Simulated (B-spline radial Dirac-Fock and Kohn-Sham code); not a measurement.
# An X-ray data sheet for Er⁴⁴⁺, step by step

Wanted for erbium as Er⁴⁴⁺: its X-ray form factor and Compton profile, the binding energy of each subshell and how cheaper methods do for the levels.

Method: a free atom or ion on a radial basis; each step names its model; computed with B-spline radial Dirac-Fock and Kohn-Sham code, version 2.

### 1 The system

Erbium as Er⁴⁴⁺ in the configuration 1s2 2s2 2p6 3s2 3p6 3d6.

| Property | Result |
| --- | --- |
| nuclear charge | 68 |
| electrons | 24 |
| mass number | 166 |
| nuclear rms radius | 5.2516 fm |

Outer shells as boxes (Hund's rule, for the drawing alone; heavy ions are jj-coupled, and the calculation averages over the configuration):

```
[Ar] core
3d [↑↓][↑ ][↑ ][↑ ][↑ ]
```

### 2 Form factor and Compton profile

Model: Dirac-Fock average of configuration, finite nucleus; form factor of the spherical density, Waller-Hartree incoherent function, impulse-approximation Compton profiles.

Recorded inputs:

```ini
task = scatter
Z = 68
charge = 44
configuration = 1s2 2s2 2p6 3s2 3p6 3d6
mass_number = 166
rms_radius = 5.2516  # fm
s = [0.0, 0.1, 0.12, 0.14, 0.17, 0.21, 0.25, 0.31, 0.37, 0.45, 0.54, 0.65, 0.78, 0.94, 1.14, 1.37, 1.66, 2.0, 2.41, 2.91, 3.51, 4.24, 5.11]  # 1/A
pz = [0, 0.1, 0.2, 0.3, 0.4, 0.5, 0.6, 0.8, 1.0, 1.2, 1.4, 1.6, 1.8, 2.0, 2.5, 3.0, 4.0, 5.0, 7.0, 10.0, 15.0, 20.0, 30.0, 40.0, 60.0, 100.0]  # a.u.
photon_energy = [1000, 2000, 5000, 10000, 30000, 50000, 200000, 1000000]  # eV
```

From the run's result record (rounded, not every field):

```text
status: converged
form_factor [e]: [24.0, 23.946, 23.922, 23.894, 23.844, 23.763, 23.665, 23.488, 23.275, 22.939, 22.493, 21.86, 21.005, 19.826, 18.224, 16.313, 13.972, 11.538, 9.2269, 7.3217, 5.9886, 5.0507, 4.2143]
incoherent: [1.5483e-11, 0.048637, 0.069973, 0.095139, 0.14001, 0.21299, 0.30072, 0.45923, 0.6488, 0.9471, 1.3398, 1.8921, 2.6294, 3.6289, 4.9596, 6.5128, 8.384, 10.339, 12.302, 14.183, 15.905, 17.504, 18.957]
compton_total [1/a.u.]: [0.90536, 0.9053, 0.90511, 0.9048, 0.90436, 0.9038, 0.90311, 0.90136, 0.89911, 0.89636, 0.89311, 0.88937, 0.88514, 0.88042, 0.86652, 0.8497, 0.80788, 0.75674, 0.63709, 0.45771, 0.25492, 0.15184, 0.062074, 0.029195, 0.0090445, 0.0016453]
shells: ["1s1/2", "2s1/2", "2p1/2", "2p3/2", "3s1/2", "3p1/2", "3p3/2", "3d3/2", "3d5/2"]
occupation: [2.0, 2.0, 2.0, 4.0, 2.0, 2.0, 4.0, 2.4, 3.6]
mean_momentum [a.u.]: [68.136, 24.489, 32.375, 29.335, 13.011, 15.452, 14.599, 17.456, 17.14]
r2 [bohr^2]: 0.73389
r_inverse [1/bohr]: 386.59
r1 [bohr]: 3.5174
coherent [b]: [382.62, 380.95, 369.56, 333.29, 158.68, 83.099, 9.1646, 0.44484]
incoherent_cross_section [b]: [0.010478, 0.04157, 0.25074, 0.91428, 4.4749, 6.6108, 8.3592, 4.9724]
radial_jk:
  3d: {"j0": [1.0, 0.9969, 0.99554, 0.99393, 0.99106, 0.98639, 0.98077, 0.97059, 0.95837, 0.93905, 0.91344, 0.87708, 0.82792, 0.76016, 0.66802, 0.55806, 0.4234, 0.28371, 0.15265, 0.049604, -0.010154, -0.029714, -0.024888], "j2": [0.0, 0.0012399, 0.0017836, 0.0024249, 0.003568, 0.005426, 0.0076583, 0.011687, 0.016497, 0.024047, 0.033948, 0.047779, 0.06604, 0.090317, 0.12145, 0.15525, 0.19023, 0.21581, 0.22304, 0.204, 0.16037, 0.10468, 0.055605], "j4": [0.0, 6.2003e-07, 1.2845e-06, 2.3769e-06, 5.1573e-06, 1.1969e-05, 2.3945e-05, 5.6202e-05, 0.00011305, 0.00024388, 0.0004961, 0.0010127, 0.0020185, 0.0040176, 0.0079715, 0.014782, 0.026777, 0.044533, 0.067815, 0.092477, 0.10943, 0.11007, 0.0928], "r2": 0.042152, "r4": 0.0030029, "r6": 0.00032479}
```

Form factor and incoherent function, every second point:

```
s (1/Å)  f (e)  f / N     S(s)
      0  24.00  1.000        0
  0.120  23.92  0.997  0.06997
  0.170  23.84  0.994   0.1400
  0.250  23.67  0.986   0.3007
  0.370  23.28  0.970   0.6488
  0.540  22.49  0.937    1.340
  0.780  21.01  0.875    2.629
   1.14  18.22  0.759    4.960
   1.66  13.97  0.582    8.384
   2.41  9.227  0.384    12.30
   3.51  5.989  0.250    15.91
   5.11  4.214  0.176    18.96
```

### 3 Binding energies

Model: Dirac-Fock average of configuration, Delta-SCF, finite nucleus, first-order Breit with its frequency dependence, self-energy and vacuum polarisation.

Recorded inputs:

```ini
task = binding
```

From the run's result record (rounded, not every field):

```text
status: converged
shells: ["K", "L1", "L2", "L3", "M1", "M2", "M3", "M4,5"]
total_energy_parts [Ha]: [-11586.9694, 13.2295753, -1.3415102, -0.211799544, 10.1159438, -1.6761748]
koopmans [eV]: [60267.9, 12211.1, 11736.6, 10808.7, 4391.47, 4189.99, 3972.49, 3647.72]
dirac_coulomb [eV]: [60224.4, 12197.0, 11719.2, 10793.2, 4389.46, 4187.55, 3970.42, 3644.8]
gaunt [eV]: [-190.902, -20.7773, -34.9586, -24.462, -4.52147, -7.59884, -5.27232, -2.85186]
retardation [eV]: [14.2955, 1.64267, 3.69585, 3.70968, 0.423745, 0.887402, 0.897094, 0.460407]
breit_frequency [eV]: [2.63338, -0.214524, -0.0228897, 1.15213, -0.0595134, -0.0565442, 0.255939, -0.00764926]
self_energy [eV]: [-109.196, -15.2943, 0.172999, -1.02609, -3.77158, -0.064275, -0.312899, 0.14655]
vacuum_polarisation [eV]: [18.9347, 2.47115, 0.0615622, -0.0924133, 0.588405, 0.0195287, -0.0227034, -0.0238606]
binding [eV]: [59960.2, 12164.8, 11688.2, 10772.5, 4382.12, 4180.74, 3965.96, 3642.52]
mean_radius [bohr]: [0.0203653, 0.0853839, 0.0711412, 0.0782526, 0.215613, 0.204889, 0.216502, 0.192043]
```

total_energy_parts: Dirac-Coulomb, Gaunt, retardation, frequency dependence, self-energy, vacuum polarisation. 

Each level as Koopmans' value plus corrections (eV):

```
level       -ε  relaxation    Breit     QED  binding
   1s  60267.9      -43.51  -173.97  -90.26  59960.2
   2s  12211.1      -14.09   -19.35  -12.82  12164.8
2p1/2  11736.6      -17.33   -31.29    0.23  11688.2
2p3/2  10808.7      -15.43   -19.60   -1.12  10772.5
   3s   4391.5       -2.01    -4.16   -3.18   4382.1
3p1/2   4190.0       -2.43    -6.77   -0.04   4180.7
3p3/2   3972.5       -2.08    -4.12   -0.34   3966.0
   3d   3647.7       -2.92    -2.40    0.12   3642.5
```

X-ray lines as differences of these levels:

```
       line  energy (eV)
 Kβ1 (K-M3)      55994.2
 Kβ3 (K-M2)      55779.5
 Kα1 (K-L3)      49187.7
 Kα2 (K-L2)      48272.0
Lβ3 (L1-M3)       8198.9
Lβ4 (L1-M2)       7984.1
 Lη (L2-M1)       7306.1
 Lℓ (L3-M1)       6390.4
```

### 4 The levels by Dirac LDA

Model: Dirac-Kohn-Sham LDA (Slater exchange, VWN correlation), finite nucleus, spherical and without spin polarisation.

Settings, as recorded:

```ini
task = binding-ladder
method = lda,vwn
relativity = dirac
```

From the run's result record (rounded, not every field):

```text
status: converged
shells: ["K", "L1", "L2", "L3", "M1", "M2", "M3", "M4,5"]
minus_eigenvalue [eV]: [59679.3, 11991.1, 11556.0, 10631.9, 4297.28, 4117.54, 3902.17, 3584.94]
delta_scf [eV]: [60212.8, 12115.8, 11707.0, 10768.9, 4350.33, 4173.41, 3955.16, 3645.03]
total_energy [Ha]: -11580.7714
dirac_fock_binding [eV]: [59960.2, 12164.8, 11688.2, 10772.5, 4382.12, 4180.74, 3965.96, 3642.52]
```

Beside the Dirac-Fock ΔSCF result with Breit and QED, in eV:

```
level       -ε    miss     ΔSCF    miss  Dirac-Fock
    K  59679.3  -280.9  60212.8  +252.6     59960.2
   L1  11991.1  -173.8  12115.8   -49.0     12164.8
   L2  11556.0  -132.2  11707.0   +18.8     11688.2
   L3  10631.9  -140.7  10768.9    -3.6     10772.5
   M1   4297.3   -84.8   4350.3   -31.8      4382.1
   M2   4117.5   -63.2   4173.4    -7.3      4180.7
   M3   3902.2   -63.8   3955.2   -10.8      3966.0
 M4,5   3584.9   -57.6   3645.0    +2.5      3642.5
```

### 5 non-relativistic HF, for comparison

Model: non-relativistic Hartree-Fock, average of configuration, point nucleus.

Settings, as recorded:

```ini
task = binding-ladder
method = hf
relativity = nr
```

From the run's result record (rounded, not every field):

```text
status: converged
shells: ["1s", "2s", "2p", "3s", "3p", "3d"]
minus_eigenvalue [eV]: [56330.9, 11155.0, 10755.2, 4101.34, 3925.01, 3642.23]
delta_scf [eV]: [56293.7, 11142.9, 10740.5, 4099.66, 3923.03, 3639.32]
total_energy [Ha]: -11006.0686
```

Against the Dirac-Fock value with Breit and QED (eV):

```
level       -ε     miss     ΔSCF     miss  Dirac-Fock
   1s  56330.9  -3629.3  56293.7  -3666.5     59960.2
   2s  11155.0  -1009.9  11142.9  -1022.0     12164.8
   2p  10755.2   -322.5  10740.5   -337.2     11077.7
   3s   4101.3   -280.8   4099.7   -282.5      4382.1
   3p   3925.0   -112.5   3923.0   -114.5      4037.6
   3d   3642.2     -0.3   3639.3     -3.2      3642.5
```

Spin-orbit partners are averaged with weights 2j + 1.

### 6 Methods side by side

| method | level | eigenvalue miss (%) | ΔSCF miss (%) | time |
| --- | --- | --- | --- | --- |
| Dirac LDA | K | -0.47 | +0.42 | 1.2 s |
| non-relativistic HF | 1s | -6.05 | -6.11 | 0.17 s |
| Dirac-Fock + Breit + QED | all | - | reference | 2 s |

Times cover the ground state and all hole states of a step, on one thread of a shared host; states solved in an earlier step are reused, and a first call can include compiling.

### 7 What came out

```
                                  quantity                 value
          rms radius of the electron cloud            0.175 bohr
                     form factor halves at               1.9 1/Å
                   Compton profile at zero         0.9054 1/a.u.
              deepest level listed, K (1s)            59960.2 eV
                    least bound, M4,5 (3d)             3642.5 eV
                                       Kα1            49187.7 eV
     ionisation energy, NIST (theoretical)            3624.00 eV
           Dirac LDA, K: eigenvalue / ΔSCF  59679.3 / 60212.8 eV
non-relativistic HF, 1s: eigenvalue / ΔSCF  56330.9 / 56293.7 eV
```

In words: f falls from 24 to half of that at s = 1.9 1/Å. Incoherent scattering outweighs coherent from 1000 keV on, among the energies asked. The K (1s) level lies 43.5 eV under Koopmans' value by relaxation alone; Breit gives -173.97 and QED -90.26 eV. NIST's ionisation energy differs by -18.52 eV from the least binding energy; the calculation averages open shells over their j components and terms. Dirac LDA misses the K level by -0.5 % with its eigenvalue and by +0.4 % with ΔSCF. Breit and QED terms, which only the reference holds, shift this level by tenths of a per cent, so the eigenvalue's nearness can be cancellation. Non-relativistic HF misses the 1s level by -6.1 % with its eigenvalue and by -6.1 % with ΔSCF, as relativity is missing. The Hartree-Fock and Dirac-Fock values hold no electron correlation.
